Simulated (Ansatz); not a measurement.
**Nudged elastic band run: Mg8HO8, charge +1**

input.yaml

```yaml
crystal:
  lattice:
    - [0.0, 4.2665, 4.2665]
    - [4.2665, 0.0, 4.2665]
    - [4.2665, 4.2665, 0.0]
  atoms:
    - { symbol: Mg, position: [0.0176319, -0.01951095, 0.02189462] }
    - { symbol: O, position: [0.25381382, 0.24771024, 0.25125141] }
    - { symbol: Mg, position: [0.0177472, -0.01959666, 0.4795919] }
    - { symbol: O, position: [0.25384211, 0.24773624, 0.74695929] }
    - { symbol: Mg, position: [0.01011044, 0.49706157, -0.00373413] }
    - { symbol: O, position: [0.26847989, 0.74429192, 0.24341265] }
    - { symbol: Mg, position: [0.01774179, 0.52266248, 0.47964729] }
    - { symbol: O, position: [0.25380259, 0.7519997, 0.74695447] }
    - { symbol: Mg, position: [0.50976693, -0.01067107, 0.00027217] }
    - { symbol: O, position: [0.76053239, 0.24441421, 0.24736981] }
    - { symbol: Mg, position: [0.50330091, -0.00069813, 0.49857085] }
    - { symbol: O, position: [0.75479228, 0.24887135, 0.7480157] }
    - { symbol: Mg, position: [0.50975536, 0.50113679, 0.00029259] }
    - { symbol: O, position: [0.76052786, 0.74817907, 0.24736813] }
    - { symbol: Mg, position: [0.50973945, 0.5011404, 0.48846522] }
    - { symbol: O, position: [0.76056735, 0.74816176, 0.74360744] }
    - { symbol: H, position: [-0.04579358, 0.18230157, 0.6814731] }
total_charge: 1
basis:
  ecutwfc: 420.0
kpoints:
  mp_grid: { grid: [3, 3, 3] }
hamiltonian:
  xc: pbe
  dispersion: d3bj
  pseudopotentials: { kind: paw, azcp: { folder: soft_1 } }
scf:
  occupations: { method: gaussian, width: 0.02 }
  lower_state_search: "off"
neb:
  images: 5
  f_tol: 0.05
  initial_path: idpp
  max_iterations: 73
  spring: 10.0
  final_atoms:
    - { symbol: Mg, position: [-0.00936467, 0.01097498, -0.00135897] }
    - { symbol: O, position: [0.24659426, 0.24838192, 0.25195875] }
    - { symbol: Mg, position: [-0.00282546, 0.00097915, 0.50037197] }
    - { symbol: O, position: [0.23191155, 0.25610331, 0.75541805] }
    - { symbol: Mg, position: [-0.00935887, 0.49925382, -0.00137903] }
    - { symbol: O, position: [0.24651879, 0.75256216, 0.25193993] }
    - { symbol: Mg, position: [-0.00934305, 0.499239, 0.51039268] }
    - { symbol: O, position: [0.24650335, 0.75255958, 0.74789509] }
    - { symbol: Mg, position: [0.48257291, 0.02000009, -0.02307986] }
    - { symbol: O, position: [0.73992391, 0.25214874, 0.25527917] }
    - { symbol: Mg, position: [0.48263021, 0.01992881, 0.51936042] }
    - { symbol: O, position: [0.73993244, 0.2521469, 0.75155328] }
    - { symbol: Mg, position: [0.49059515, 0.50316285, 0.00258009] }
    - { symbol: O, position: [0.74487645, 0.75168954, 0.25120616] }
    - { symbol: Mg, position: [0.48265296, 0.47769491, 0.51928992] }
    - { symbol: O, position: [0.73990799, 0.75588935, 0.75155555] }
    - { symbol: H, position: [0.54547662, -0.18153618, 0.31738119] }
  order_check: true
```

Run as:

```bash
$ ansatz run input.yaml --threads 2 --pin off --max-ram 5120MiB --backend cpu --events-out ev --progress --plain --runs-dir out
```

Output, in part (warnings, iteration lines):

```
NEB end point (image 0): max|allowed force component| = 7.963e-3 eV/Å (the criterion of neb.relax_end_points is 1.000e-2)
NEB end point (image 6): max|allowed force component| = 1.048e-2 eV/Å (the criterion of neb.relax_end_points is 1.000e-2)
NEB iter   1: max|band force component| = 3.028e0 eV/Å  barrier→ = 3.5685 eV  barrier← = 3.5685 eV  Δτ_max = 0.1975 Å  (56 SCF iters)
NEB iter   2: max|band force component| = 2.491e0 eV/Å  barrier→ = 1.7180 eV  barrier← = 1.7180 eV  Δτ_max = 0.2000 Å  (34 SCF iters)
NEB iter   3: max|band force component| = 1.968e0 eV/Å  barrier→ = 0.9216 eV  barrier← = 0.9216 eV  Δτ_max = 0.2000 Å  (35 SCF iters)
NEB iter   4: max|band force component| = 6.505e0 eV/Å  barrier→ = 0.9444 eV  barrier← = 0.9444 eV  Δτ_max = 0.0992 Å  (37 SCF iters)
NEB iter   5: max|band force component| = 1.522e0 eV/Å  barrier→ = 0.4373 eV  barrier← = 0.4373 eV  Δτ_max = 0.1918 Å  (32 SCF iters)
NEB iter   6: max|band force component| = 2.355e0 eV/Å  barrier→ = 0.4273 eV  barrier← = 0.4273 eV  Δτ_max = 0.0775 Å  (31 SCF iters)
NEB iter   7: max|band force component| = 5.551e-1 eV/Å  barrier→ = 0.3543 eV  barrier← = 0.3543 eV  CI = image 5  Δτ_max = 0.0988 Å  (30 SCF iters)
NEB iter   8: max|band force component| = 5.067e-1 eV/Å  barrier→ = 0.3657 eV  barrier← = 0.3657 eV  CI = image 5  Δτ_max = 0.1800 Å  (30 SCF iters)
[... lines left out ...]
NEB iter  12: max|band force component| = 1.018e-1 eV/Å  barrier→ = 0.3701 eV  barrier← = 0.3702 eV  CI = image 5  Δτ_max = 0.0623 Å  (30 SCF iters)
NEB iter  13: max|band force component| = 1.083e-1 eV/Å  barrier→ = 0.3630 eV  barrier← = 0.3630 eV  CI = image 5  Δτ_max = 0.0311 Å  (30 SCF iters)
NEB iter  14: max|band force component| = 1.418e-1 eV/Å  barrier→ = 0.3632 eV  barrier← = 0.3632 eV  CI = image 5  Δτ_max = 0.0155 Å  (30 SCF iters)
```

It converged. The profile has 2 maxima (images 1, 5) with wells between them (image 4): this band takes more than one step, which may be the mechanism or a detour left from its start path. By the program's own check the climbing image is a first-order saddle point (lowest curvatures found: -7.36 and 1.74 eV/Å²). Limits of this set-up: charged cell in a uniform background, uncorrected.

Final band (atoms are numbered from 1 in the order of the input):

```tsv
image	path coordinate (Å)	energy (eV)	Mg1–H17 (Å)	Mg3–H17 (Å)	Mg7–H17 (Å)
0	0.00	0.00	1.91	1.91	1.91
1	0.87	0.16	2.60	1.77	1.77
2	1.74	0.09	2.88	1.80	1.80
3	2.61	0.06	2.80	1.85	2.17
4	3.48	0.01	3.37	1.98	2.88
5	4.35	0.36	2.58	2.58	3.38
6	5.36	0.00	2.83	2.70	2.83
```

The run took 17 min on 2 threads of Intel(R) Xeon(R) Platinum 8488C (Sapphire Rapids), with other jobs on the host, peak memory 1.1 GiB.
